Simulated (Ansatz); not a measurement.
**doublet [BCNF2]+ at 5 levels**

Wanted: a comparison of 5 runs (UHF/6-311+G**, UB3LYP/6-311+G**, UCAM-B3LYP/6-311+G**, UPBE0/6-311+G**, UMP2/6-311+G**) of doublet [BCNF2]+. 

Program for the calculation: Ansatz 0.2.0.

69 further runs of the same task are left out: 69 set aside as unsound or not needed.

## 1. The structure to begin with

The species is [BCNF2]+ (5 atoms), meant as a doublet with charge +1. SMILES of the parent species: `N#CB(F)F`. The shape is that of a PBE0-D4/def2-TZVP optimisation. That shape belongs to the parent species and isn't relaxed for this state.

Bond lengths: N1–C2 1.150 Å, C2–B3 1.543 Å, B3–F4 1.306 Å, B3–F5 1.306 Å. Angles: N1–C2–B3 180.0°, C2–B3–F4 119.9°, C2–B3–F5 119.9°, F4–B3–F5 120.2°.

## 2. A single-point energy at UHF/6-311+G(d,p) (run 1)

in.yaml reads:

```yaml
crystal:
  periodic: [false, false, false]
  atoms:
    - symbol: "N"
      position_ang: [-0.715100, 1.789700, 0.801000]
    - symbol: C
      position_ang: [-0.319400, 0.804800, 0.359300]
    - symbol: B
      position_ang: [0.212000, -0.517400, -0.233800]
    - symbol: F
      position_ang: [1.451200, -0.872800, -0.026200]
    - symbol: F
      position_ang: [-0.578700, -1.277900, -0.941900]
basis:
  gaussian:
    orbitals: 6-311+G_st__st_.json
total_charge: 1
magnetization:
  spin_polarized: true
  initial_magnetization: 1
hamiltonian:
  xc: hf
accuracy: high
output: {orbitals: {seedname: orbitals}}
```

The basis set 6-311+G** is read from a file made from the Basis Set Exchange's data (not shown).

The run is started by

```console
$ ansatz run in.yaml --threads 1 --pin off --max-ram 3480MiB --events-out events.jsonl --progress --plain --runs-dir runs
```

Standard output:

```text
Warning: RAYON_NUM_THREADS=1 ignored (pool sized by the plan → 1); use --threads N
Functional definition: HF
  name "HF"
  exchange = exact_x
  correlation = 0
1963 factors; integrals over basis functions are off by at most 4.0e-9 eV
mean field evaluation 1: about -8582.3066 eV, gradient 4.0e1 eV
mean field evaluation 2: about -8582.3135 eV, gradient 4.0e1 eV
mean field evaluation 4: about -8587.9242 eV, gradient 3.9e0 eV
mean field evaluation 8: about -8588.4273 eV, gradient 1.2e0 eV
mean field evaluation 16: about -8588.5755 eV, gradient 2.4e-8 eV
mean field evaluation 32: about -8588.6365 eV, gradient 4.2e0 eV
mean field evaluation 64: about -8588.8387 eV, gradient 9.4e-1 eV
mean field evaluation 96: about -8588.7810 eV, gradient 1.5e0 eV
mean field evaluation 128: about -8588.7550 eV, gradient 2.6e-1 eV
mean field evaluation 160: about -8588.6093 eV, gradient 1.2e0 eV
mean field evaluation 192: about -8578.6016 eV, gradient 1.3e1 eV
mean field evaluation 224: about -8581.7370 eV, gradient 1.9e1 eV
mean field -8588.90137533 eV, -315.6363037768 hartree, gradient 1.0e-7 eV, S^2 0.761997; 5 other end points of the search recorded, 0 dependent functions left out
reference -8588.90137533 eV, -315.6363037768 hartree; 18, 17 occupied and 92, 93 virtual orbitals, 1963 factors
Total energy: -8588.90137533 eV, -315.6363037768 hartree
```

Wall time 16 s (1 thread of Arm Neoverse V2, shared host); peak memory 0.34 GiB.

## 3. A single-point energy at UB3LYP/6-311+G(d,p) (run 2)

input.yaml reads:

```yaml
crystal:
  periodic: [false, false, false]
  atoms:
    - {symbol: N, position_ang: [-0.715100, 1.789700, 0.801000]}
    - {symbol: C, position_ang: [-0.319400, 0.804800, 0.359300]}
    - {symbol: B, position_ang: [0.212000, -0.517400, -0.233800]}
    - {symbol: F, position_ang: [1.451200, -0.872800, -0.026200]}
    - {symbol: F, position_ang: [-0.578700, -1.277900, -0.941900]}
basis:
  gaussian:
    orbitals: 6-311+G_st__st_.json
total_charge: 1
magnetization:
  spin_polarized: true
  initial_magnetization: 1
hamiltonian:
  xc: {name: B3LYP}
accuracy: high
output: {orbitals: {seedname: orbitals}}
```

The basis set 6-311+G** is read from a file made from the Basis Set Exchange's data (not shown).

The run is started by

```console
$ ansatz run input.yaml --threads 1 --pin off --max-ram 3480MiB --events-out events.jsonl --progress --plain --runs-dir runs
```

Standard output:

```text
Warning: RAYON_NUM_THREADS=1 ignored (pool sized by the plan → 1); use --threads N
Functional definition: B3LYP
  name "B3LYP"
  parameter a0 = 0.2
  parameter ax = 0.72
  parameter ac = 0.81
  exchange = (1 - a0 - ax)*slater_x + ax*b88_x + a0*exact_x
  correlation = (1 - ac)*vwn_rpa_c + ac*lyp_c
1963 factors; integrals over basis functions are off by at most 4.0e-9 eV
mean field evaluation 1: about -8618.2773 eV, gradient 5.9e1 eV
mean field evaluation 2: about -8574.3824 eV, gradient 1.2e2 eV
mean field evaluation 4: about -8626.8613 eV, gradient 1.8e1 eV
mean field evaluation 8: about -8628.2759 eV, gradient 6.3e-1 eV
mean field evaluation 16: about -8628.2783 eV, gradient 1.0e-2 eV
mean field evaluation 32: about -8628.6026 eV, gradient 2.7e-2 eV
mean field -8628.60258508 eV, -317.0952963247 hartree, gradient 3.6e-8 eV, S^2 0.752628; 4 other end points of the search recorded, 0 dependent functions left out
reference -8628.60263059 eV, -317.0952979971 hartree; 18, 17 occupied and 92, 93 virtual orbitals, 1963 factors
Total energy: -8628.60263059 eV, -317.0952979971 hartree
```

Wall time 31 s (1 thread of Arm Neoverse V2, shared host); peak memory 0.46 GiB.

## 4. The energy at UCAM-B3LYP/6-311+G(d,p) (run 3)

run.yaml reads:

```yaml
crystal:
  periodic: [false, false, false]
  atoms:
    - {symbol: N, position_ang: [-0.715100, 1.789700, 0.801000]}
    - {symbol: C, position_ang: [-0.319400, 0.804800, 0.359300]}
    - {symbol: B, position_ang: [0.212000, -0.517400, -0.233800]}
    - {symbol: F, position_ang: [1.451200, -0.872800, -0.026200]}
    - {symbol: F, position_ang: [-0.578700, -1.277900, -0.941900]}
basis:
  gaussian:
    orbitals: 6-311+G_st__st_.json
total_charge: 1
magnetization:
  spin_polarized: true
  initial_magnetization: 1
hamiltonian:
  xc: {name: CAM-B3LYP}
accuracy: high
output: {orbitals: {seedname: orbitals}}
```

The basis set 6-311+G** is read from a file made from the Basis Set Exchange's data (not shown).

The run is started by

```console
$ ansatz run run.yaml --threads 1 --pin off --max-ram 3480MiB --events-out events.jsonl --progress --plain --runs-dir runs
```

Standard output:

```text
Warning: RAYON_NUM_THREADS=1 ignored (pool sized by the plan → 1); use --threads N
Functional definition: CAM-B3LYP
  name "CAM-B3LYP"
  parameter alpha = 0.19
  parameter beta = 0.46
  parameter omega = 0.33/bohr
[... 1 set-up line as earlier in the session ...]
  exchange = (1 - alpha - beta)*b88_x + beta*b88_x_sr(omega) + alpha*exact_x + beta*exact_x_lr(omega)
  correlation = (1 - ac)*vwn5_c + ac*lyp_c
1963 factors; integrals over basis functions are off by at most 4.0e-9 eV
432 factors; integrals over basis functions are off by at most 1.6e-9 eV
mean field evaluation 1: about -8617.0415 eV, gradient 5.5e1 eV
mean field evaluation 2: about -8592.7596 eV, gradient 9.8e1 eV
mean field evaluation 4: about -8624.7153 eV, gradient 1.0e1 eV
mean field evaluation 8: about -8625.2673 eV, gradient 7.3e-1 eV
mean field evaluation 16: about -8625.2761 eV, gradient 1.1e-2 eV
mean field evaluation 32: about -8625.6404 eV, gradient 8.9e-3 eV
mean field -8625.64040175 eV, -316.9864380951 hartree, gradient 6.0e-8 eV, S^2 0.752039; 4 other end points of the search recorded, 0 dependent functions left out
reference -8625.64042378 eV, -316.9864389049 hartree; 18, 17 occupied and 92, 93 virtual orbitals, 1963 factors
Total energy: -8625.64042378 eV, -316.9864389049 hartree
```

Wall time 29 s (1 thread of Arm Neoverse V2, shared host); peak memory 0.51 GiB.

Run 4 isn't shown in full; the table further down has it.

## 5. A single-point energy at UMP2/6-311+G(d,p) (run 5)

input.yaml reads:

```yaml
crystal:
  periodic: [false, false, false]
  atoms:
    - symbol: N
      position_ang: [-0.715100, 1.789700, 0.801000]
    - symbol: C
      position_ang: [-0.319400, 0.804800, 0.359300]
    - symbol: B
      position_ang: [0.212000, -0.517400, -0.233800]
    - symbol: F
      position_ang: [1.451200, -0.872800, -0.026200]
    - symbol: F
      position_ang: [-0.578700, -1.277900, -0.941900]
basis:
  gaussian: {orbitals: 6-311+G_st__st_.json}
total_charge: 1
magnetization: {spin_polarized: true, initial_magnetization: 1}
correlation: {method: mp2, frozen_orbitals: {B: 1, C: 1, F: 1, "N": 1}}
accuracy: high
```

The basis set 6-311+G** is read from a file made from the Basis Set Exchange's data (not shown).

The run is started by

```console
$ ansatz run input.yaml --threads 1 --pin off --max-ram 3480MiB --events-out events.jsonl --progress --plain --runs-dir runs
```

Standard output:

```text
Warning: RAYON_NUM_THREADS=1 ignored (pool sized by the plan → 1); use --threads N
[... 4 set-up lines as earlier in the session ...]
1963 factors; integrals over basis functions are off by at most 4.0e-9 eV
mean field evaluation 1: about -8582.3066 eV, gradient 4.0e1 eV
mean field evaluation 2: about -8582.3135 eV, gradient 4.0e1 eV
mean field evaluation 4: about -8587.9242 eV, gradient 3.9e0 eV
mean field evaluation 8: about -8588.4273 eV, gradient 1.2e0 eV
mean field evaluation 16: about -8588.5755 eV, gradient 2.4e-8 eV
mean field evaluation 32: about -8587.7026 eV, gradient 1.0e1 eV
mean field evaluation 64: about -8588.8448 eV, gradient 2.0e-1 eV
mean field evaluation 96: about -8588.1382 eV, gradient 5.9e0 eV
mean field -8588.90137533 eV, -315.6363037768 hartree, gradient 5.1e-8 eV, S^2 0.761997; 16 other end points of the search recorded, 0 dependent functions left out
5 core orbitals not correlated: weight in the atoms' cores, before any rotation towards them, 1.000 or more for the frozen orbitals, at most 0.000 for the correlated occupied ones
reference -8588.90137533 eV, -315.6363037768 hartree; 13, 12 occupied and 92, 93 virtual orbitals, 1963 factors
second order -19.54912210 eV of doubles, -0.00000000 eV of singles
Total energy: -8608.45049743 eV, -316.3547207633 hartree
```

It took 15 s on 1 thread of Arm Neoverse V2, shared host; peak memory 0.34 GiB.

## 6. Overview of the runs

```csv
run,level,frozen core orbitals,energy (Eh),HOMO energy (eV),LUMO energy (eV),⟨S²⟩,wall time
1,UHF/6-311+G**,–,-315.636304,-23.78,-10.93,0.762,16 s
2,UB3LYP/6-311+G**,–,-317.095298,-18.95,-16.79,0.753,31 s
3,UCAM-B3LYP/6-311+G**,–,-316.986439,-20.60,-15.38,0.752,29 s
4,UPBE0/6-311+G**,–,-316.752816,-19.15,-16.47,0.753,27 s
5,UMP2/6-311+G**,5,-316.354721,–,–,0.762,15 s
```

## 7. Results

| quantity | value |
| --- | --- |
| run 5: total energy | -316.35472 Eh |
| run 5: correlation energy (5 core orbitals frozen) | -718.4 mEh |
| run 5: ⟨S²⟩ of the reference determinant | 0.762 |

What this shows: Totals of different functionals can't be ranked against each other. All runs together took 2 min, the longest 31 s.
